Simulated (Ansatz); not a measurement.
# ClFH6HfN2: the cost of one run

Program: Ansatz 0.2.0. Level of theory: RKS PBE0-D4/def2-SVP. These are calculated values, not measurements.

### 1 Starting point

Bond lengths: Hf1–Cl2 2.870 Å, Hf1–F3 1.980 Å, Hf1–N4 2.208 Å, N4–H5 1.060 Å, N4–H6 1.060 Å, Hf1–N7 2.208 Å, N7–H8 1.060 Å, N7–H9 1.060 Å, Hf1–H10 2.150 Å, Hf1–H11 2.407 Å. Angles (14 of 21 angles, heavy atoms first): Cl2–Hf1–F3 109.4°, Cl2–Hf1–N4 109.5°, Cl2–Hf1–N7 109.5°, F3–Hf1–N4 109.5°, F3–Hf1–N7 109.5°, N4–Hf1–N7 109.5°, Cl2–Hf1–H10 71.6°, Cl2–Hf1–H11 44.7°, F3–Hf1–H10 178.9°, F3–Hf1–H11 154.2°, N4–Hf1–H10 70.0°, N4–Hf1–H11 84.6°, N7–Hf1–H10 70.0°, N7–Hf1–H11 84.6°.

Structure file:

```xyz
11

Hf    0.0000    0.0000    0.0000
Cl    0.0000    0.0000    2.8700
F     1.8671    0.0000   -0.6593
N    -1.0409    1.8034   -0.7359
H    -2.0610    1.7482   -1.0186
H    -0.5204    2.7241   -0.8065
N    -1.0409   -1.8034   -0.7359
H    -1.5759   -2.4197   -0.0595
H    -1.0055   -2.0526   -1.7656
H    -2.0403    0.0000    0.6779
H    -1.6936    0.0000    1.7104
```

### 2 A restrained relaxation towards end A

Springs on the bonds that form and break draw the guess towards this end; the thresholds are loose.

Contents of input.yaml:

```yaml
crystal:
  periodic: [false, false, false]
  atoms:
    - { symbol: Hf, position_ang: [0.0, 0.0, 0.0] }
    - { symbol: Cl, position_ang: [0.0, 0.0, 2.87] }
    - { symbol: F, position_ang: [1.8671, 0.0, -0.6593] }
    - { symbol: "N", position_ang: [-1.0409, 1.8034, -0.7359] }
    - { symbol: H, position_ang: [-2.061, 1.7482, -1.0186] }
    - { symbol: H, position_ang: [-0.5204, 2.7241, -0.8065] }
    - { symbol: "N", position_ang: [-1.0409, -1.8034, -0.7359] }
    - { symbol: H, position_ang: [-1.5759, -2.4197, -0.0595] }
    - { symbol: H, position_ang: [-1.0055, -2.0526, -1.7656] }
    - { symbol: H, position_ang: [-2.0403, 0.0, 0.6779] }
    - { symbol: H, position_ang: [-1.6936, 0.0, 1.7104] }
basis:
  gaussian: { orbitals: def2-SVP }
hamiltonian:
  xc: pbe0
  dispersion: d4
relax:
  f_tol: 0.15
  max_steps: 25
  restrain:
    - { distance: [0, 9], at: 3.05, k: 30.0 }
    - { distance: [10, 1], at: 2.57, k: 30.0 }
    - { distance: [0, 1], at: 2.52, k: 30.0 }
    - { distance: [10, 9], at: 0.66, k: 30.0 }
```

Command:

```
ansatz run input.yaml --threads 4 --pin off --max-ram 5120MiB --backend cpu --events-out ev --progress --plain --runs-dir out
```

**Question.** How long does this run take on 4 threads of Arm Neoverse V2, shared host, and how much memory does it need?

About 27 s, with a peak of 0.31 GiB.
